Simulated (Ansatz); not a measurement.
# Zr2GaTeSe: the cost of one run

Method: DFT PBE, scalar-relativistic, plane waves, PAW, in Ansatz 0.2.0.

2 further runs of the same task are left out: 1 that didn't finish, 1 set aside as unsound or not needed.

## (1) The system as given

The structure is hexagonal, space group P6mm (No. 183). Conventional cell: a = 4.448 Å, b = 4.448 Å, c = 7.574 Å, α = 90.00°, β = 90.00°, γ = 120.00°. Zr (site symmetry 3m) is surrounded by 3 Zr at 2.57 Å and 3 Se at 2.78 Å and 3 Ga at 2.84 Å. Ga (site symmetry 6mm) has 1 Se at 2.28 Å as nearest neighbours. Te (site symmetry 6mm) has 1 Se at 1.96 Å as nearest neighbours. Around Se (site symmetry 6mm) lie 1 Te at 1.96 Å and 1 Ga at 2.28 Å and 6 Zr at 2.78 Å.

Structure file:

```cif
data_structure
_symmetry_space_group_name_H-M 'P6mm'
_symmetry_Int_Tables_number 183
_cell_length_a 4.4477
_cell_length_b 4.4477
_cell_length_c 7.5744
_cell_angle_alpha 90.000
_cell_angle_beta 90.000
_cell_angle_gamma 120.000
_cell_volume 129.77
loop_
_atom_site_label
_atom_site_type_symbol
_atom_site_symmetry_multiplicity
_atom_site_Wyckoff_symbol
_atom_site_fract_x
_atom_site_fract_y
_atom_site_fract_z
_atom_site_occupancy
Zr1 Zr 2 b 0.33333 0.66667 0.24161 1
Ga1 Ga 1 a 0.00000 0.00000 0.40166 1
Te1 Te 1 a 0.00000 0.00000 0.84202 1
Se1 Se 1 a 0.00000 0.00000 0.10059 1
```

A structure generator made this guess: random cell by space group and Wyckoff sites (P6mm, No. 183). The dimensions are guesses.

## (2) Probe: one point on a coarse mesh

The input, input.yaml:

```yaml
crystal:
  lattice:
    - [4.44774144, 0.0, 0.0]
    - [-2.22387072, 3.85185707, 0.0]
    - [0.0, 0.0, 7.57442862]
  atoms:
    - { symbol: Zr, position: [0.33333333, 0.66666667, 0.24161352] }
    - { symbol: Zr, position: [0.66666667, 0.33333333, 0.24161352] }
    - { symbol: Ga, position: [0.0, 0.0, 0.40166423] }
    - { symbol: Te, position: [0.0, 0.0, 0.84202004] }
    - { symbol: Se, position: [0.0, 0.0, 0.10058951] }
basis:
  ecutwfc: 420
kpoints:
  mp_grid: { grid: [6, 6, 2] }
hamiltonian:
  xc: pbe
scf:
  occupations: { method: gaussian, width: 0.1 }
  lower_state_search: "off"
output:
  forces: true
  stress: true
  eigenvalues: true
```

Launch:

```
> ansatz run input.yaml --threads 1 --pin off --max-ram 2560MiB --backend cpu --events-out ev --progress --plain --runs-dir out
```

What time and memory should one allow on 1 thread of Arm Neoverse N1, shared host?

About 15 s, with a peak of 0.4 GiB.
